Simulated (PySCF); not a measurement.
# CH3BFNO (SMILES NC1(F)BO1) at 6 levels

Wanted: a comparison of 6 runs (HF/STO-3G, TPSS/STO-3G, BP86/pcseg-1, PBE0/def2-SVP, M06-2X/6-311G**, MP2/6-31G**) of CH3BFNO. Input form: a Python script.

The results are computed with PySCF 2.14.0.

**1. The molecule**

CH3BFNO has 8 atoms, charge 0, and is taken as a singlet. SMILES: `NC1(F)BO1`. The shape is that of a PBE0-D4/def2-TZVP optimisation. This is one conformer, not always the lowest.

Bond lengths: N1–C2 1.387 Å, C2–F3 1.372 Å, C2–B4 1.510 Å, C2–O5 1.462 Å, B4–O5 1.335 Å, N1–H6 1.009 Å, N1–H7 1.013 Å, B4–H8 1.182 Å. Some angles: N1–C2–F3 113.8°, N1–C2–B4 127.1°, N1–C2–O5 115.3°, F3–C2–B4 118.6°, F3–C2–O5 108.3°, B4–C2–O5 53.3°, C2–B4–O5 61.5°, C2–O5–B4 65.2°, C2–N1–H6 112.2°, C2–N1–H7 112.6°.

**2. Energy and forces at HF/STO-3G (run 1)**

File mol.xyz:

```xyz
8
CH3BFNO
N     -0.431000     1.148400     0.184600
C      0.054100    -0.061200    -0.289600
F      0.122100    -0.132700    -1.658300
B      0.337600    -1.307200     0.515100
O      1.346900    -0.473000     0.255300
H     -1.439500     1.170100     0.211400
H     -0.075300     1.941600    -0.336200
H      0.177200    -2.343100     1.061900
```

File input.py:

```python
import pyscf.grad
from pyscf import gto, scf

mol = gto.M(
    atom='mol.xyz',
    verbose=3,
    max_memory=1860,
    basis='sto-3g',
)

mf = scf.RHF(mol)
mf.conv_tol = 1e-10
mf.kernel()
if not mf.converged:
    mf = mf.newton().run(mf.mo_coeff, mf.mo_occ)

e_final = mf.e_tot
print(f'total energy: {e_final:.8f} hartree')
grad = mf.Gradients().kernel()
mf.analyze()
```

Command:

```
$ OMP_NUM_THREADS=1 python input.py
```

What it wrote:

```text
converged SCF energy = -289.124453145014
total energy: -289.12445315 hartree
--------------- RHF gradients ---------------
         x                y                z
0 N     0.0105606089    -0.0383432834    -0.0358236812
1 C    -0.0259747070     0.0427057958     0.0294687413
2 F     0.0038530616     0.0005854600     0.0113586396
3 B    -0.0126214044     0.0200758727    -0.0179943962
4 O     0.0080447418     0.0081187321    -0.0064583076
5 H     0.0170283151    -0.0034479060     0.0004665049
6 H    -0.0020868537    -0.0104862339     0.0084491542
7 H     0.0011962378    -0.0192084375     0.0105333451
----------------------------------------------
**** MO energy ****
MO #1   energy= -25.9244593093657  occ= 2
MO #2   energy= -20.3249460296785  occ= 2
MO #3   energy= -15.3384824009571  occ= 2
MO #4   energy= -11.1616355866681  occ= 2
MO #5   energy= -7.45402948538614  occ= 2
MO #6   energy= -1.50595155105149  occ= 2
MO #7   energy= -1.35687183826654  occ= 2
MO #8   energy= -1.14514479216619  occ= 2
MO #9   energy= -0.791375162202431 occ= 2
MO #10  energy= -0.685759501396503 occ= 2
MO #11  energy= -0.630903065740911 occ= 2
MO #12  energy= -0.603000437241944 occ= 2
MO #13  energy= -0.599378086724387 occ= 2
MO #14  energy= -0.523920067259257 occ= 2
MO #15  energy= -0.49491632979593  occ= 2
MO #16  energy= -0.442008884536249 occ= 2
MO #17  energy= -0.418529307987937 occ= 2
MO #18  energy= -0.358999849439882 occ= 2
MO #19  energy= -0.329575305059623 occ= 2
MO #20  energy= 0.276647880783176  occ= 0
MO #21  energy= 0.443951877676752  occ= 0
MO #22  energy= 0.567074502336154  occ= 0
MO #23  energy= 0.617057265916553  occ= 0
MO #24  energy= 0.636547337648285  occ= 0
MO #25  energy= 0.664901372077467  occ= 0
MO #26  energy= 0.7490207459895    occ= 0
MO #27  energy= 0.789977196547826  occ= 0
MO #28  energy= 1.05116936926349   occ= 0
 ** Mulliken atomic charges  **
charge of    0N =     -0.28469
charge of    1C =      0.18555
charge of    2F =     -0.13651
charge of    3B =      0.13733
charge of    4O =     -0.12973
charge of    5H =      0.12698
charge of    6H =      0.12635
charge of    7H =     -0.02527
Dipole moment(X, Y, Z, Debye): -1.57525,  0.06015, -0.03647
```

Run time: 3.3 s. Hardware: 1 thread of Intel Xeon at 2.50GHz (Skylake/Cascade Lake), shared host; peak memory 0.12 GiB.

**3. Energy and forces at TPSS/STO-3G (run 2)**

File run.py:

```python
import pyscf.grad
from pyscf import gto, dft

molecule = gto.Mole()
molecule.atom = '''
N   -0.431000   1.148400   0.184600
C    0.054100  -0.061200  -0.289600
F    0.122100  -0.132700  -1.658300
B    0.337600  -1.307200   0.515100
O    1.346900  -0.473000   0.255300
H   -1.439500   1.170100   0.211400
H   -0.075300   1.941600  -0.336200
H    0.177200  -2.343100   1.061900
'''
molecule.max_memory = 1860
molecule.verbose = 4
molecule.charge = 0
molecule.basis = 'sto-3g'
molecule.build()

calc0 = dft.RKS(molecule)
calc0.xc = 'tpss'
calc0.conv_tol = 1e-10
calc0.grids.level = 5
calc0.kernel()
if not calc0.converged:
    calc0 = calc0.newton().run(calc0.mo_coeff, calc0.mo_occ)

e_final = calc0.e_tot
print('E = %.10f Eh' % e_final)
grad = calc0.Gradients().kernel()
calc0.analyze()
```

Command:

```
$ OMP_NUM_THREADS=1 python run.py
```

What it wrote:

```text
PySCF version 2.14.0

[... 97 lines left out ...]
Two-electron Energy =                  274.601896603627495
[... 6 lines left out ...]
MO #3   energy= -13.9218554767882  occ= 2
[... 4 lines left out ...]
MO #8   energy= -0.794759676034707 occ= 2
[... 4 lines left out ...]
MO #13  energy= -0.355259010805548 occ= 2
[... 4 lines left out ...]
MO #18  energy= -0.119230881742552 occ= 2
[... 4 lines left out ...]
MO #23  energy= 0.318763383297479  occ= 0
[... 4 lines left out ...]
MO #28  energy= 0.747972154186653  occ= 0
[... 39 lines left out ...]
Dipole moment(X, Y, Z, Debye): -1.13527,  0.75870, -0.61185
```

Wall time 32 s (1 thread of Intel Xeon at 2.50GHz (Skylake/Cascade Lake), shared host); peak memory 0.36 GiB.

Runs 3 to 5 aren't shown in full; the table further down has their settings and results.

**4. Energy and forces at MP2/6-31G(d,p) (spherical functions) (run 6)**

File run.py:

```python
import pyscf.grad
from pyscf import gto, scf, mp

system = gto.Mole()
system.atom = '''
N     -0.814472     2.170161     0.348843
C      0.102234    -0.115651    -0.547265
F      0.230736    -0.250767    -3.133733
B      0.637972    -2.470250     0.973398
O      2.545272    -0.893840     0.482447
H     -2.720261     2.211169     0.399488
H     -0.142296     3.669092    -0.635326
H      0.334859    -4.427817     2.006700
'''
system.verbose = 3
system.max_memory = 1860
system.spin = 0
system.unit = 'bohr'
system.basis = '6-31g**'
system.build()

mf = scf.RHF(system)
mf.conv_tol = 1e-10
mf.kernel()
if not mf.converged:
    mf = mf.newton().run(mf.mo_coeff, mf.mo_occ)

pt = mp.MP2(mf, frozen=5).run()
e_tot = pt.e_tot
print(f'total energy: {e_tot:.8f} hartree')
grad = pt.Gradients().kernel()
mf.analyze()
```

Command:

```
$ OMP_NUM_THREADS=1 python run.py
```

What it wrote:

```text
converged SCF energy = -293.034128319258
[... 16 lines left out ...]
MO #5   energy= -7.64835108000443  occ= 2
[... 9 lines left out ...]
MO #15  energy= -0.617755863384835 occ= 2
[... 9 lines left out ...]
MO #25  energy= 0.359659661433946  occ= 0
[... 9 lines left out ...]
MO #35  energy= 0.902637966168047  occ= 0
[... 9 lines left out ...]
MO #45  energy= 1.41537931316442   occ= 0
[... 9 lines left out ...]
MO #55  energy= 1.94119267956538   occ= 0
[... 9 lines left out ...]
MO #65  energy= 2.40678577053122   occ= 0
[... 9 lines left out ...]
MO #75  energy= 2.9160705359895    occ= 0
[... 9 lines left out ...]
MO #85  energy= 3.83382326839346   occ= 0
[... 9 lines left out ...]
Dipole moment(X, Y, Z, Debye): -2.33749,  0.15577,  0.56935
```

It took 26 s on 1 thread of Intel Xeon at 2.50GHz (Skylake/Cascade Lake), shared host; peak memory 0.44 GiB.

**5. All runs side by side**

```tsv
run	level	integration grid	frozen core orbitals	energy (Eh)	dipole moment (D) of the reference	HOMO energy (eV)	LUMO energy (eV)	wall time
1	HF/STO-3G	–	–	-289.124453	1.58	-8.97	7.53	3.3 s
2	TPSS/STO-3G	5	–	-290.628373	1.50	-2.95	1.75	32 s
3	BP86/pcseg-1	5	–	-294.514953	1.97	-6.65	-1.67	55 s
4	PBE0/def2-SVP	5	–	-294.030730	2.04	-7.97	-0.50	59 s
5	M06-2X/6-311G**	5	–	-294.542006	2.07	-9.44	0.41	1.9 min
6	MP2/6-31G** (spherical functions)	–	5	-293.758232	2.41	-11.47	3.64	26 s
```

**6. What came out**

| quantity | value |
| --- | --- |
| run 6: total energy | -293.75823 Eh |
| run 6: dipole moment (Hartree–Fock density) | 2.41 D |
| run 6: HOMO energy (Hartree–Fock orbitals) | -11.47 eV |
| run 6: LUMO energy (Hartree–Fock orbitals) | 3.64 eV |
| run 6: HOMO–LUMO gap (Hartree–Fock orbitals) | 15.11 eV |
| run 6: correlation energy (5 core orbitals frozen) | -724.1 mEh |
| run 6: largest force on an atom | 1.246 eV/Å |

Over runs 1, 2, 3, 4, 5 the dipole moment (its size) runs from 1.50 D (TPSS/STO-3G) to 2.07 D (M06-2X/6-311G**). The two ends differ in method and basis. Over runs 1, 2, 3, 4, 5 the HOMO–LUMO gap runs from 4.70 eV (TPSS/STO-3G) to 16.50 eV (HF/STO-3G). Exact exchange widens orbital gaps. Totals of different functionals can't be ranked against each other. In runs 1, 2 the basis is minimal, so the values are rough. All runs together took 4.8 min, the longest 1.9 min.
